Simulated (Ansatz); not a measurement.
# BGeHCl (quartet): r2SCANh, wB97M-V, B2PLYP, RPA-PBE over vertical spin and charge gaps and displaced geometries, cc-pVDZ, part 1 of 2

Aim: run BGeHCl (quartet) with these functionals over vertical spin and charge gaps and displaced geometries, and hold them against the top wave-function level at the same points.

The runs use Ansatz 0.2.0, Gaussian basis; cc-pVDZ, all electrons in the functionals, frozen cores in the correlation of double hybrids and RPA.

The runs, in order: r2SCANh, wB97M-V, B2PLYP, RPA-PBE, at charge 0, quartet; charge 0, doublet; charge 0, sextet; charge 1, triplet; charge 1, quintet; displaced geometry v1; displaced geometry v2 (not every functional at every point).

35 further runs of the same task are left out: 24 that didn't finish, 11 set aside as unsound or not needed.

### 1 The system

The geometry is a PBE0/def2-TZVP stationary point (not a proven minimum). No spin-orbit coupling is included. The filled d shell of Ge may be among the frozen orbitals whatever the setting's name suggests; the logs give the count.

4 atoms, charge 0, spin multiplicity 4.

Atoms are counted from 1 here; the program's logs count them from 0.

Bond lengths: B1–Ge2 1.909 Å, Ge2–Cl3 2.152 Å, Ge2–H4 1.534 Å. Angles: B1–Ge2–Cl3 123.6°, B1–Ge2–H4 132.5°, Cl3–Ge2–H4 103.9°.

No dispersion term is added; wB97M-V holds VV10 nonlocal correlation.

The geometry shown and the zero of energy belong to the point charge 0, quartet. The yardstick, UCCSDT(Q), and other wave-function levels (R restricted, U unrestricted, valence and pair active spaces) come from earlier runs.

### 2 r2SCANh, charge 0, quartet

Input file in.yaml:

```yaml
crystal:
  periodic: [false, false, false]
  atoms:
    - {symbol: B, position_ang: [0.000000, -1.105561, 1.857168]}
    - {symbol: Ge, position_ang: [0.000000, 0.237547, 0.500263]}
    - {symbol: Cl, position_ang: [0.000000, -0.199904, -1.607211]}
    - {symbol: H, position_ang: [0.000000, 1.769935, 0.559060]}
basis:
  gaussian: {orbitals: cc-pVDZ}
magnetization: {spin_polarized: true, initial_magnetization: 3}
hamiltonian: {xc: {name: r2SCANh}}
```

Run with:

```
$ ansatz run in.yaml --threads 1 --pin off --events-out ev --progress --plain --max-ram 2393MiB
```

The log of the run:

```text
Functional definition: r2SCANh
  name "r2SCANh"
  cite "Bursch, Neugebauer, Ehlert & Grimme, J. Chem. Phys. 156, 134105 (2022) doi:10.1063/5.0086040"
  cite "Furness, Kaplan, Ning, Perdew & Sun, J. Phys. Chem. Lett. 11, 8208 (2020) doi:10.1021/acs.jpclett.0c02405"
  cite "Furness, Kaplan, Ning, Perdew & Sun, J. Phys. Chem. Lett. 11, 9248 (2020) doi:10.1021/acs.jpclett.0c03077"
  parent r2scan
  parameter a = 0.1
  parameter k0 = 0.174
  parameter k1 = 0.065
  parameter a1 = 4.9479
  exchange = (1 - a)*r2scan_x(k0 = k0, k1 = k1, a1 = a1) + a*exact_x
  correlation = r2scan_c
698 factors; integrals over basis functions are off by at most 9.7e-4 eV
mean field evaluation 1: about -69726.2501 eV, gradient 9.2e0 eV
mean field evaluation 2: about -69726.3621 eV, gradient 8.9e0 eV
mean field evaluation 4: about -69727.0054 eV, gradient 7.2e-1 eV
mean field evaluation 8: about -69727.0233 eV, gradient 4.1e-2 eV
mean field evaluation 16: about -69727.0233 eV, gradient 9.0e-5 eV
mean field -69727.02333048 eV, -2562.4208447211 hartree, gradient 2.7e-5 eV, S^2 3.753048; 0 other end points of the search recorded, 0 dependent functions left out
reference -69727.02333947 eV, -2562.4208450517 hartree; 29, 26 occupied and 35, 38 virtual orbitals, 698 factors
Total energy: -69727.02333947 eV, -2562.4208450517 hartree
```

It took 10 s on 1 thread of Intel Xeon at 2.50GHz, shared host.

From the report: ⟨S²⟩ of the determinant 3.753 (pure quartet: 3.75).

### 3 r2SCANh, charge 0, doublet

in.yaml: that of step 2 with these lines changed.

```diff
@@ -9,3 +9,3 @@
   gaussian: {orbitals: cc-pVDZ}
-magnetization: {spin_polarized: true, initial_magnetization: 3}
+magnetization: {spin_polarized: true, initial_magnetization: 1}
 hamiltonian: {xc: {name: r2SCANh}}
```

The command is unchanged.

The log of the run, cut to the lines that bear on the results:

```text
Functional definition: r2SCANh
  name "r2SCANh"
  cite "Bursch, Neugebauer, Ehlert & Grimme, J. Chem. Phys. 156, 134105 (2022) doi:10.1063/5.0086040"
  cite "Furness, Kaplan, Ning, Perdew & Sun, J. Phys. Chem. Lett. 11, 8208 (2020) doi:10.1021/acs.jpclett.0c02405"
  cite "Furness, Kaplan, Ning, Perdew & Sun, J. Phys. Chem. Lett. 11, 9248 (2020) doi:10.1021/acs.jpclett.0c03077"
  parent r2scan
[...]
698 factors; integrals over basis functions are off by at most 9.7e-4 eV
[...]
mean field -69727.04700943 eV, -2562.4217149065 hartree, gradient 1.1e-5 eV, S^2 1.388697; 7 other end points of the search recorded, 0 dependent functions left out
reference -69727.04701826 eV, -2562.4217152311 hartree; 28, 27 occupied and 36, 37 virtual orbitals, 698 factors
Total energy: -69727.04701826 eV, -2562.4217152311 hartree
```

Run time: 46 s. Hardware: 1 thread of Intel Xeon at 2.50GHz, shared host.

From the report: ⟨S²⟩ of the determinant 1.389 (pure doublet: 0.75). The determinant is far from a pure spin state, so its energy mixes those of several spin states (harmless only where they are near-degenerate, as at dissociation).

From charge 0, quartet: -0.024 eV.

### 4 wB97M-V, charge 0, quartet

in.yaml: that of step 3 with these lines changed.

```diff
@@ -9,3 +9,4 @@
   gaussian: {orbitals: cc-pVDZ}
-magnetization: {spin_polarized: true, initial_magnetization: 1}
-hamiltonian: {xc: {name: r2SCANh}}
+magnetization: {spin_polarized: true, initial_magnetization: 3}
+hamiltonian: {xc: {name: wB97M-V}}
+output: {orbitals: {seedname: orbitals}}
```

The command is unchanged.

The log of the run, cut to the lines that bear on the results:

```text
Functional definition: wB97M-V
  name "wB97M-V"
  cite "Mardirossian & Head-Gordon, J. Chem. Phys. 144, 214110 (2016) doi:10.1063/1.4952647"
  cite "Becke, J. Chem. Phys. 107, 8554 (1997) doi:10.1063/1.475007"
  cite "Vydrov & Van Voorhis, J. Chem. Phys. 133, 244103 (2010) doi:10.1063/1.3521275"
  # Of w^i u^j: cxij and so on, Table III.
[...]
  gx(w, u) = 1 - cx + cx01*u + cx10*w
  gss(w, u) = css00 + css04*u^4 + css10*w + css20*w^2 + css43*w^4*u^3
  gos(w, u) = cos00 + cos10*w + (cos20 + cos21*u)*w^2 + (cos60 + cos61*u)*w^6
[...]
      + integral(e_c_pw_mod_opposite_spin*gos(b97_w_opposite, b97_u_opposite)) + vv10(b, c)
698 factors; integrals over basis functions are off by at most 9.7e-4 eV
185 factors; integrals over basis functions are off by at most 1.2e-5 eV
[...]
mean field -69724.28782046 eV, -2562.3203165823 hartree, gradient 7.7e-5 eV, S^2 3.751633; 0 other end points of the search recorded, 0 dependent functions left out
reference -69724.28785305 eV, -2562.3203177797 hartree; 29, 26 occupied and 35, 38 virtual orbitals, 698 factors
Total energy: -69724.28785305 eV, -2562.3203177797 hartree
```

Run time: 20 s. Hardware: 1 thread of Intel Xeon at 2.50GHz, shared host; peak memory 0.29 GiB.

From the report: ⟨S²⟩ of the determinant 3.752 (pure quartet: 3.75).

### 5 wB97M-V, charge 0, doublet

in.yaml: that of step 4 with these lines changed.

```diff
@@ -9,4 +9,4 @@
   gaussian: {orbitals: cc-pVDZ}
-magnetization: {spin_polarized: true, initial_magnetization: 3}
+magnetization: {spin_polarized: true, initial_magnetization: 1}
 hamiltonian: {xc: {name: wB97M-V}}
-output: {orbitals: {seedname: orbitals}}
+output: {forces: true, orbitals: {seedname: orbitals}}
```

Same command.

The log of the run, cut to the lines that bear on the results:

```text
Functional definition: wB97M-V
  name "wB97M-V"
  cite "Mardirossian & Head-Gordon, J. Chem. Phys. 144, 214110 (2016) doi:10.1063/1.4952647"
  cite "Becke, J. Chem. Phys. 107, 8554 (1997) doi:10.1063/1.475007"
  cite "Vydrov & Van Voorhis, J. Chem. Phys. 133, 244103 (2010) doi:10.1063/1.3521275"
  # Of w^i u^j: cxij and so on, Table III.
[...]
  gx(w, u) = 1 - cx + cx01*u + cx10*w
  gss(w, u) = css00 + css04*u^4 + css10*w + css20*w^2 + css43*w^4*u^3
  gos(w, u) = cos00 + cos10*w + (cos20 + cos21*u)*w^2 + (cos60 + cos61*u)*w^6
[...]
      + integral(e_c_pw_mod_opposite_spin*gos(b97_w_opposite, b97_u_opposite)) + vv10(b, c)
698 factors; integrals over basis functions are off by at most 9.7e-4 eV
185 factors; integrals over basis functions are off by at most 1.2e-5 eV
[...]
mean field -69724.58460622 eV, -2562.3312232576 hartree, gradient 7.0e-7 eV, S^2 0.753448; 5 other end points of the search recorded, 0 dependent functions left out
[...]
reference -69724.58463966 eV, -2562.3312244866 hartree; 28, 27 occupied and 36, 37 virtual orbitals, 698 factors
Total energy: -69724.58463966 eV, -2562.3312244866 hartree
Atom 0 at     0.000000    -1.105561     1.857168 Å, force    -0.000000    -2.302160     2.315735 eV/Å
Atom 1 at     0.000000     0.237547     0.500263 Å, force     0.000000     2.327347    -2.188028 eV/Å
Atom 2 at     0.000000    -0.199904    -1.607211 Å, force     0.000000    -0.135031    -0.240222 eV/Å
Atom 3 at     0.000000     1.769935     0.559060 Å, force    -0.000000     0.109844     0.112515 eV/Å
Dipole moment:     0.000000     0.422430    -0.044007 e Å
```

Run time: 65 s. Hardware: 1 thread of Intel Xeon at 2.50GHz, shared host; peak memory 0.3 GiB.

From the report: ⟨S²⟩ of the determinant 0.753 (pure doublet: 0.75).

From charge 0, quartet: -0.297 eV.

### 6 wB97M-V, charge 0, sextet

in.yaml: that of step 5 with these lines changed.

```diff
@@ -9,4 +9,4 @@
   gaussian: {orbitals: cc-pVDZ}
-magnetization: {spin_polarized: true, initial_magnetization: 1}
+magnetization: {spin_polarized: true, initial_magnetization: 5}
 hamiltonian: {xc: {name: wB97M-V}}
-output: {forces: true, orbitals: {seedname: orbitals}}
+output: {orbitals: {seedname: orbitals}}
```

Launched as before.

The log of the run, cut to the lines that bear on the results:

```text
Functional definition: wB97M-V
  name "wB97M-V"
  cite "Mardirossian & Head-Gordon, J. Chem. Phys. 144, 214110 (2016) doi:10.1063/1.4952647"
  cite "Becke, J. Chem. Phys. 107, 8554 (1997) doi:10.1063/1.475007"
  cite "Vydrov & Van Voorhis, J. Chem. Phys. 133, 244103 (2010) doi:10.1063/1.3521275"
  # Of w^i u^j: cxij and so on, Table III.
[...]
  gx(w, u) = 1 - cx + cx01*u + cx10*w
  gss(w, u) = css00 + css04*u^4 + css10*w + css20*w^2 + css43*w^4*u^3
  gos(w, u) = cos00 + cos10*w + (cos20 + cos21*u)*w^2 + (cos60 + cos61*u)*w^6
[...]
      + integral(e_c_pw_mod_opposite_spin*gos(b97_w_opposite, b97_u_opposite)) + vv10(b, c)
698 factors; integrals over basis functions are off by at most 9.7e-4 eV
185 factors; integrals over basis functions are off by at most 1.2e-5 eV
[...]
mean field -69717.79668781 eV, -2562.0817718571 hartree, gradient 3.2e-5 eV, S^2 8.755541; 4 other end points of the search recorded, 0 dependent functions left out
reference -69717.79671963 eV, -2562.0817730263 hartree; 30, 25 occupied and 34, 39 virtual orbitals, 698 factors
Total energy: -69717.79671963 eV, -2562.0817730263 hartree
```

Wall time 35 s (1 thread of Intel Xeon at 2.50GHz, shared host); peak memory 0.3 GiB.

From the report: ⟨S²⟩ of the determinant 8.756 (pure sextet: 8.75).

From charge 0, quartet: +6.491 eV.

### 7 wB97M-V, charge 1, triplet

in.yaml: that of step 6 with these lines changed.

```diff
@@ -9,3 +9,4 @@
   gaussian: {orbitals: cc-pVDZ}
-magnetization: {spin_polarized: true, initial_magnetization: 5}
+total_charge: 1
+magnetization: {spin_polarized: true, initial_magnetization: 2}
 hamiltonian: {xc: {name: wB97M-V}}
```

The command is unchanged.

The log of the run, cut to the lines that bear on the results:

```text
Functional definition: wB97M-V
  name "wB97M-V"
  cite "Mardirossian & Head-Gordon, J. Chem. Phys. 144, 214110 (2016) doi:10.1063/1.4952647"
  cite "Becke, J. Chem. Phys. 107, 8554 (1997) doi:10.1063/1.475007"
  cite "Vydrov & Van Voorhis, J. Chem. Phys. 133, 244103 (2010) doi:10.1063/1.3521275"
  # Of w^i u^j: cxij and so on, Table III.
[...]
  gx(w, u) = 1 - cx + cx01*u + cx10*w
  gss(w, u) = css00 + css04*u^4 + css10*w + css20*w^2 + css43*w^4*u^3
  gos(w, u) = cos00 + cos10*w + (cos20 + cos21*u)*w^2 + (cos60 + cos61*u)*w^6
[...]
      + integral(e_c_pw_mod_opposite_spin*gos(b97_w_opposite, b97_u_opposite)) + vv10(b, c)
698 factors; integrals over basis functions are off by at most 9.7e-4 eV
185 factors; integrals over basis functions are off by at most 1.2e-5 eV
[...]
mean field -69716.32680091 eV, -2562.0277545098 hartree, gradient 5.9e-6 eV, S^2 2.001920; 1 other end points of the search recorded, 0 dependent functions left out
reference -69716.32683536 eV, -2562.0277557760 hartree; 28, 26 occupied and 36, 38 virtual orbitals, 698 factors
Total energy: -69716.32683536 eV, -2562.0277557760 hartree
```

It took 28 s on 1 thread of Intel Xeon at 2.50GHz, shared host; peak memory 0.29 GiB.

From the report: ⟨S²⟩ of the determinant 2.002 (pure triplet: 2.00).

From charge 0, quartet: +7.961 eV.

### 8 wB97M-V, charge 1, quintet

in.yaml: that of step 7 with these lines changed.

```diff
@@ -10,3 +10,3 @@
 total_charge: 1
-magnetization: {spin_polarized: true, initial_magnetization: 2}
+magnetization: {spin_polarized: true, initial_magnetization: 4}
 hamiltonian: {xc: {name: wB97M-V}}
```

Launched as before.

The log of the run, cut to the lines that bear on the results:

```text
Functional definition: wB97M-V
  name "wB97M-V"
  cite "Mardirossian & Head-Gordon, J. Chem. Phys. 144, 214110 (2016) doi:10.1063/1.4952647"
  cite "Becke, J. Chem. Phys. 107, 8554 (1997) doi:10.1063/1.475007"
  cite "Vydrov & Van Voorhis, J. Chem. Phys. 133, 244103 (2010) doi:10.1063/1.3521275"
  # Of w^i u^j: cxij and so on, Table III.
[...]
  gx(w, u) = 1 - cx + cx01*u + cx10*w
  gss(w, u) = css00 + css04*u^4 + css10*w + css20*w^2 + css43*w^4*u^3
  gos(w, u) = cos00 + cos10*w + (cos20 + cos21*u)*w^2 + (cos60 + cos61*u)*w^6
[...]
      + integral(e_c_pw_mod_opposite_spin*gos(b97_w_opposite, b97_u_opposite)) + vv10(b, c)
698 factors; integrals over basis functions are off by at most 9.7e-4 eV
185 factors; integrals over basis functions are off by at most 1.2e-5 eV
[...]
mean field -69712.68817598 eV, -2561.8940375099 hartree, gradient 2.5e-5 eV, S^2 6.004863; 3 other end points of the search recorded, 0 dependent functions left out
reference -69712.68820947 eV, -2561.8940387407 hartree; 29, 25 occupied and 35, 39 virtual orbitals, 698 factors
Total energy: -69712.68820947 eV, -2561.8940387407 hartree
```

Run time: 34 s. Hardware: 1 thread of Intel Xeon at 2.50GHz, shared host; peak memory 0.3 GiB.

From the report: ⟨S²⟩ of the determinant 6.005 (pure quintet: 6.00).

From charge 0, quartet: +11.600 eV.

### 9 wB97M-V, displaced geometry v1

Input file in.yaml:

```yaml
crystal:
  periodic: [false, false, false]
  atoms:
    - {symbol: B, position_ang: [-0.012962, -1.108380, 1.880022]}
    - {symbol: Ge, position_ang: [-0.013795, 0.218586, 0.511964]}
    - {symbol: Cl, position_ang: [0.034169, -0.159555, -1.638123]}
    - {symbol: H, position_ang: [-0.068608, 1.747469, 0.557950]}
basis:
  gaussian: {orbitals: cc-pVDZ}
magnetization: {spin_polarized: true, initial_magnetization: 3}
hamiltonian: {xc: {name: wB97M-V}}
output: {orbitals: {seedname: orbitals}}
```

Same command.

The log of the run, cut to the lines that bear on the results:

```text
Functional definition: wB97M-V
  name "wB97M-V"
  cite "Mardirossian & Head-Gordon, J. Chem. Phys. 144, 214110 (2016) doi:10.1063/1.4952647"
  cite "Becke, J. Chem. Phys. 107, 8554 (1997) doi:10.1063/1.475007"
  cite "Vydrov & Van Voorhis, J. Chem. Phys. 133, 244103 (2010) doi:10.1063/1.3521275"
  # Of w^i u^j: cxij and so on, Table III.
[...]
  gx(w, u) = 1 - cx + cx01*u + cx10*w
  gss(w, u) = css00 + css04*u^4 + css10*w + css20*w^2 + css43*w^4*u^3
  gos(w, u) = cos00 + cos10*w + (cos20 + cos21*u)*w^2 + (cos60 + cos61*u)*w^6
[...]
      + integral(e_c_pw_mod_opposite_spin*gos(b97_w_opposite, b97_u_opposite)) + vv10(b, c)
698 factors; integrals over basis functions are off by at most 9.8e-4 eV
185 factors; integrals over basis functions are off by at most 1.3e-5 eV
[...]
mean field -69724.28458556 eV, -2562.3201977017 hartree, gradient 3.4e-5 eV, S^2 3.751689; 0 other end points of the search recorded, 0 dependent functions left out
reference -69724.28461845 eV, -2562.3201989104 hartree; 29, 26 occupied and 35, 38 virtual orbitals, 698 factors
Total energy: -69724.28461845 eV, -2562.3201989104 hartree
```

It took 26 s on 1 thread of Intel Xeon at 2.50GHz, shared host; peak memory 0.29 GiB.

From the report: ⟨S²⟩ of the determinant 3.752 (pure quartet: 3.75).

From charge 0, quartet: +0.003 eV.

### 10 wB97M-V, displaced geometry v2

Input file in.yaml:

```yaml
crystal:
  periodic: [false, false, false]
  atoms:
    - {symbol: B, position_ang: [0.126013, -1.102856, 1.848954]}
    - {symbol: Ge, position_ang: [-0.038861, 0.248626, 0.503643]}
    - {symbol: Cl, position_ang: [0.037760, -0.221249, -1.612012]}
    - {symbol: H, position_ang: [0.120868, 1.693320, 0.572473]}
basis:
  gaussian: {orbitals: cc-pVDZ}
magnetization: {spin_polarized: true, initial_magnetization: 3}
hamiltonian: {xc: {name: wB97M-V}}
output: {orbitals: {seedname: orbitals}}
```

The command is unchanged.

The log of the run, cut to the lines that bear on the results:

```text
Functional definition: wB97M-V
  name "wB97M-V"
  cite "Mardirossian & Head-Gordon, J. Chem. Phys. 144, 214110 (2016) doi:10.1063/1.4952647"
  cite "Becke, J. Chem. Phys. 107, 8554 (1997) doi:10.1063/1.475007"
  cite "Vydrov & Van Voorhis, J. Chem. Phys. 133, 244103 (2010) doi:10.1063/1.3521275"
  # Of w^i u^j: cxij and so on, Table III.
[...]
  gx(w, u) = 1 - cx + cx01*u + cx10*w
  gss(w, u) = css00 + css04*u^4 + css10*w + css20*w^2 + css43*w^4*u^3
  gos(w, u) = cos00 + cos10*w + (cos20 + cos21*u)*w^2 + (cos60 + cos61*u)*w^6
[...]
      + integral(e_c_pw_mod_opposite_spin*gos(b97_w_opposite, b97_u_opposite)) + vv10(b, c)
698 factors; integrals over basis functions are off by at most 1.0e-3 eV
186 factors; integrals over basis functions are off by at most 1.3e-5 eV
[...]
mean field -69724.21101652 eV, -2562.3174940893 hartree, gradient 5.8e-5 eV, S^2 3.751796; 0 other end points of the search recorded, 0 dependent functions left out
reference -69724.21104896 eV, -2562.3174952815 hartree; 29, 26 occupied and 35, 38 virtual orbitals, 698 factors
Total energy: -69724.21104896 eV, -2562.3174952815 hartree
```

Run time: 27 s. Hardware: 1 thread of Intel Xeon at 2.50GHz, shared host; peak memory 0.29 GiB.

From the report: ⟨S²⟩ of the determinant 3.752 (pure quartet: 3.75).

From charge 0, quartet: +0.077 eV.

### 11 B2PLYP, charge 0, quartet

Input file in.yaml:

```yaml
crystal:
  periodic: [false, false, false]
  atoms:
    - {symbol: B, position_ang: [0.000000, -1.105561, 1.857168]}
    - {symbol: Ge, position_ang: [0.000000, 0.237547, 0.500263]}
    - {symbol: Cl, position_ang: [0.000000, -0.199904, -1.607211]}
    - {symbol: H, position_ang: [0.000000, 1.769935, 0.559060]}
basis:
  gaussian: {orbitals: cc-pVDZ}
magnetization: {spin_polarized: true, initial_magnetization: 3}
hamiltonian: {xc: {name: B2PLYP}}
correlation: {electrons: outside_noble_gas}
```

The command is unchanged.

The log of the run, cut to the lines that bear on the results:

```text
Functional definition: B2PLYP
  name "B2PLYP"
  cite "Grimme, J. Chem. Phys. 124, 034108 (2006) doi:10.1063/1.2148954"
  cite "Becke, Phys. Rev. A 38, 3098 (1988) doi:10.1103/PhysRevA.38.3098"
  cite "Lee, Yang & Parr, Phys. Rev. B 37, 785 (1988) doi:10.1103/PhysRevB.37.785"
[...]
698 factors; integrals over basis functions are off by at most 9.7e-4 eV
[...]
mean field -69709.95042332 eV, -2561.7934269554 hartree, gradient 2.8e-6 eV, S^2 3.752655; 0 other end points of the search recorded, 0 dependent functions left out
20 core orbitals not correlated: weight in the atoms' cores, before any rotation towards them, 0.999 or more for the frozen orbitals, at most 0.001 for the correlated occupied ones
reference -69709.95055676 eV, -2561.7934318593 hartree; 9, 6 occupied and 35, 38 virtual orbitals, 698 factors
second order -8.51920417 eV of doubles, -0.00000000 eV of singles
Total energy: -69712.25074188 eV, -2561.8779621036 hartree
```

Wall time 7.5 s (1 thread of Intel Xeon at 2.50GHz, shared host).

From the report: ⟨S²⟩ of the determinant 3.753 (pure quartet: 3.75).

### 12 B2PLYP, charge 0, doublet

in.yaml: that of step 11 with these lines changed.

```diff
@@ -9,3 +9,3 @@
   gaussian: {orbitals: cc-pVDZ}
-magnetization: {spin_polarized: true, initial_magnetization: 3}
+magnetization: {spin_polarized: true, initial_magnetization: 1}
 hamiltonian: {xc: {name: B2PLYP}}
```

The command is unchanged.

The log of the run, cut to the lines that bear on the results:

```text
Functional definition: B2PLYP
  name "B2PLYP"
  cite "Grimme, J. Chem. Phys. 124, 034108 (2006) doi:10.1063/1.2148954"
  cite "Becke, Phys. Rev. A 38, 3098 (1988) doi:10.1103/PhysRevA.38.3098"
  cite "Lee, Yang & Parr, Phys. Rev. B 37, 785 (1988) doi:10.1103/PhysRevB.37.785"
[...]
698 factors; integrals over basis functions are off by at most 9.7e-4 eV
[...]
mean field -69710.07657414 eV, -2561.7980629127 hartree, gradient 3.4e-6 eV, S^2 1.297789; 8 other end points of the search recorded, 0 dependent functions left out
20 core orbitals not correlated: weight in the atoms' cores, before any rotation towards them, 0.998 or more for the frozen orbitals, at most 0.001 for the correlated occupied ones
reference -69710.07670630 eV, -2561.7980677696 hartree; 8, 7 occupied and 36, 37 virtual orbitals, 698 factors
second order -8.69835304 eV of doubles, -0.00000000 eV of singles
Total energy: -69712.42526162 eV, -2561.8843755857 hartree
```

It took 46 s on 1 thread of Intel Xeon at 2.50GHz, shared host.

From the report: ⟨S²⟩ of the determinant 1.298 (pure doublet: 0.75). The determinant is far from a pure spin state, so its energy mixes those of several spin states (harmless only where they are near-degenerate, as at dissociation).

From charge 0, quartet: -0.175 eV.

(Continued in part 2 of 2.)
